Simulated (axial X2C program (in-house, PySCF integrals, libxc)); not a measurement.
# HfSe⁺: EOM-IP-CCSD levels

Wanted for HfSe⁺: EOM-IP-CCSD levels, at the two-component level.

Computed with an in-house X2C program for linear molecules on PySCF integrals. Level: two-component X2C with atomic mean-field terms, Hf dyall-cv3z, Se dyall-cv3z.

All values are calculated.

### Step 1. Input

The input, task.json:

```json
{
 "zs": [
  72,
  34
 ],
 "q": 1,
 "bas": [
  "dyall-cv3z",
  "dyall-cv3z"
 ],
 "r0": 2.35,
 "eom": "ip",
 "rq": 0,
 "thr": -2.0,
 "nmax": 95,
 "grid": [
  1,
  0.96,
  1.045,
  0.92,
  1.09,
  1.15
 ]
}
```

Keys: zs atomic numbers; q charge; bas basis sets; r0 starting distance in Å; eom kind of EOM run; thr threshold in hartree for freezing inner shells (an s shell follows its p shell); nmax most natural virtual spinors; grid distances as factors.

Run with:

```sh
> python soeom.py task.json out
```

Nuclei are Gaussian, cores are contracted, and the Gaunt term is on.

### Step 2. EOM-IP-CCSD at 2.281 Å

Reference: the closed shell HfSe; 18 electrons correlated, 84 virtual spinors; roots sought by Ω: 1/2: 4, 3/2: 3, 5/2: 1.

Output:

```text
two-component X2C + atomic mean field  HF
basis functions 287  fitting functions 1503  grid points 5800
iter        total energy     max residual
   1     -17490.507153860     8.92e+00
   2     -17498.737249556     6.50e-02
   3     -17498.765719542     9.88e-02
   4     -17498.827296552     1.10e-02
   5     -17498.828891041     2.45e-03
   6     -17498.829106186     1.19e-03
   7     -17498.829190983     5.37e-04
   8     -17498.829233279     3.54e-04
   9     -17498.829259664     1.73e-04
  10     -17498.829270359     6.72e-05
  11     -17498.829273389     4.91e-05
  12     -17498.829274714     3.30e-05
  13     -17498.829275091     2.17e-05
  14     -17498.829275267     1.20e-05
  15     -17498.829275330     4.28e-06
  16     -17498.829275338     1.38e-06
  17     -17498.829275339     7.22e-07
converged
one-electron -25192.31769742  Coulomb 7533.89524345  exact exchange -394.72094132  xc functional 0.00000000  nuclear repulsion 567.92012816  atomic mean-field constant -13.60600821
correlated 18  virtual 332  natural virtual 84  E(MP2) -0.481709863  MP2 remainder -0.061020694
iter   CCSD correlation   residual
   1     -0.410122961   2.22e-01
   2     -0.423927832   1.27e-01
   3     -0.428983152   4.53e-02
   4     -0.428913089   1.58e-02
   5     -0.428970223   7.16e-03
   6     -0.429015397   2.85e-03
   7     -0.429027834   1.27e-03
   8     -0.429036938   5.84e-04
   9     -0.429032551   3.36e-04
  10     -0.429032061   1.99e-04
  11     -0.429029615   1.12e-04
  12     -0.429030487   5.73e-05
  13     -0.429030022   3.39e-05
  14     -0.429030250   1.97e-05
  15     -0.429030278   1.01e-05
  16     -0.429030201   5.42e-06
  17     -0.429030195   2.83e-06
(T) -0.023639842  T1 0.0386  D1 0.0700  max T2 0.093
EOM-IP-CCSD roots
2*Omega      energy/Eh   energy/eV  one-particle weight
    1       0.28365497      7.7186      0.945
    1       0.34050786      9.2657      0.929
    1       0.36969291     10.0599      0.928
    1       0.41622550     11.3261      0.001
    3       0.33240712      9.0453      0.931
    3       0.36616827      9.9639      0.001
    3       0.43082160     11.7233      0.000
    5       0.37476126     10.1978      0.000
```

T1 in the output is the amplitude norm over the root of the electron number; divide by √2 for the Lee–Taylor value.

```tsv
Ω	vertical IE (eV)	above lowest (cm⁻¹)	spinor	weight
1/2	7.719	0	61% Hf sσ, 25% Hf dσ, 9% Hf pσ	0.94
3/2	9.045	10700	62% Se pπ, 24% Hf dπ, 6% Hf pπ	0.93
1/2	9.266	12480	62% Se pπ, 22% Hf dπ, 7% Hf pπ	0.93
1/2	10.060	18880	67% Se pσ, 13% Hf sσ, 11% Hf dσ	0.93
```

Wall time 18 s (1 thread of Arm Neoverse V1, shared host); peak memory 1.1 GiB.

### Step 3. EOM-IP-CCSD at 2.190 Å

```tsv
Ω	vertical IE (eV)	above lowest (cm⁻¹)	spinor	weight
1/2	7.608	0	62% Hf sσ, 25% Hf dσ, 8% Hf pσ	0.95
3/2	9.324	13840	60% Se pπ, 25% Hf dπ, 6% Hf pπ	0.93
1/2	9.550	15670	60% Se pπ, 23% Hf dπ, 7% Hf pπ	0.93
1/2	10.080	19940	66% Se pσ, 13% Hf dσ, 11% Hf sσ	0.93
```

Run time: 21 s. Hardware: 1 thread of Arm Neoverse V1, shared host; peak memory 1.2 GiB.

### Step 4. EOM-IP-CCSD at 2.384 Å

```tsv
Ω	vertical IE (eV)	above lowest (cm⁻¹)	spinor	weight
1/2	7.836	0	59% Hf sσ, 26% Hf dσ, 10% Hf pσ	0.94
3/2	8.751	7380	63% Se pπ, 22% Hf dπ, 6% Hf pπ	0.93
1/2	8.967	9120	64% Se pπ, 21% Hf dπ, 7% Hf pπ	0.93
1/2	9.999	17450	66% Se pσ, 16% Hf sσ, 10% Hf dσ	0.93
```

Wall time 20 s (1 thread of Arm Neoverse V1, shared host); peak memory 1.2 GiB.

### Step 5. EOM-IP-CCSD at 2.099 Å

```tsv
Ω	vertical IE (eV)	above lowest (cm⁻¹)	spinor	weight
1/2	7.494	0	62% Hf sσ, 26% Hf dσ, 7% Hf pσ	0.95
3/2	9.619	17140	59% Se pπ, 27% Hf dπ, 6% Hf pπ	0.93
1/2	9.849	18990	56% Se pπ, 24% Hf dπ, 7% Hf pπ	0.93
1/2	10.061	20710	62% Se pσ, 14% Hf dσ, 9% Hf sσ	0.93
```

Wall time 21 s (1 thread of Arm Neoverse V1, shared host); peak memory 1.2 GiB.

### Step 6. EOM-IP-CCSD at 2.486 Å

```tsv
Ω	vertical IE (eV)	above lowest (cm⁻¹)	spinor	weight
1/2	7.939	0	56% Hf sσ, 26% Hf dσ, 10% Hf pσ	0.93
3/2	8.476	4330	65% Se pπ, 21% Hf dπ, 6% Hf pπ	0.93
1/2	8.690	6060	65% Se pπ, 19% Hf dπ, 7% Hf pπ	0.93
1/2	9.909	15890	64% Se pσ, 20% Hf sσ, 8% Hf dσ	0.92
```

Run time: 23 s. Hardware: 1 thread of Arm Neoverse V1, shared host; peak memory 1.2 GiB.

### Step 7. EOM-IP-CCSD at 2.623 Å

```tsv
Ω	vertical IE (eV)	above lowest (cm⁻¹)	spinor	weight
1/2	8.043	0	49% Hf sσ, 26% Hf dσ, 10% Hf pσ	0.93
3/2	8.140	780	67% Se pπ, 19% Hf dπ	0.93
1/2	8.364	2590	63% Se pπ, 18% Hf dπ, 6% Hf pπ	0.93
1/2	9.764	13880	61% Se pσ, 26% Hf sσ, 7% Hf dσ	0.92
```

Wall time 24 s (1 thread of Arm Neoverse V1, shared host); peak memory 1.2 GiB.

### Step 8. Curves of the states

Energies in eV from the lowest point of the lowest state; states are followed by energy order within each Ω.

```tsv
R (Å)	(1)Ω=1/2	(1)Ω=3/2	(2)Ω=1/2	(3)Ω=1/2
2.099	0.4358	2.5612	2.7907	3.0031
2.190	0.0609	1.7774	2.0036	2.5336
2.281	0.0000	1.3266	1.5470	2.3412
2.384	0.1893	1.1047	1.3205	2.3526
2.486	0.5566	1.0938	1.3080	2.5271
2.623	1.1936	1.2900	1.5147	2.9142
```

Constants where the minimum is well bracketed (masses 179.947 and 79.917 u):

```tsv
state	Te (cm⁻¹)	Re (Å)	ωe (cm⁻¹)
(1)Ω=1/2	0	2.256	377
(3)Ω=1/2	18800	2.325	309
```

### Step 9. Results

| quantity | value |
| --- | --- |
| lowest root at 2.281 Å | Ω = 1/2, 7.719 eV |
| next root led by one particle | Ω = 3/2, about 10700 cm⁻¹ higher |
| T1 of the reference | 0.027 |
| lowest state, Re and ωe | 2.256 Å, 377 cm⁻¹ |

**Reading.** Removing an electron from the reference determinant of HfSe costs 7.72 eV and empties a spinor of 61% Hf sσ, 25% Hf dσ, 9% Hf pσ. Errors of 0.1 to 0.3 eV are usual at this size, and roots led by higher excitations are left out, so the list is incomplete, and low states of that kind can be missing. T1 or the largest double amplitude of the reference is raised, which lowers the reliability. The bond is 0.044 Å shorter than in the closed-shell reference at CCSD (2.301 Å).
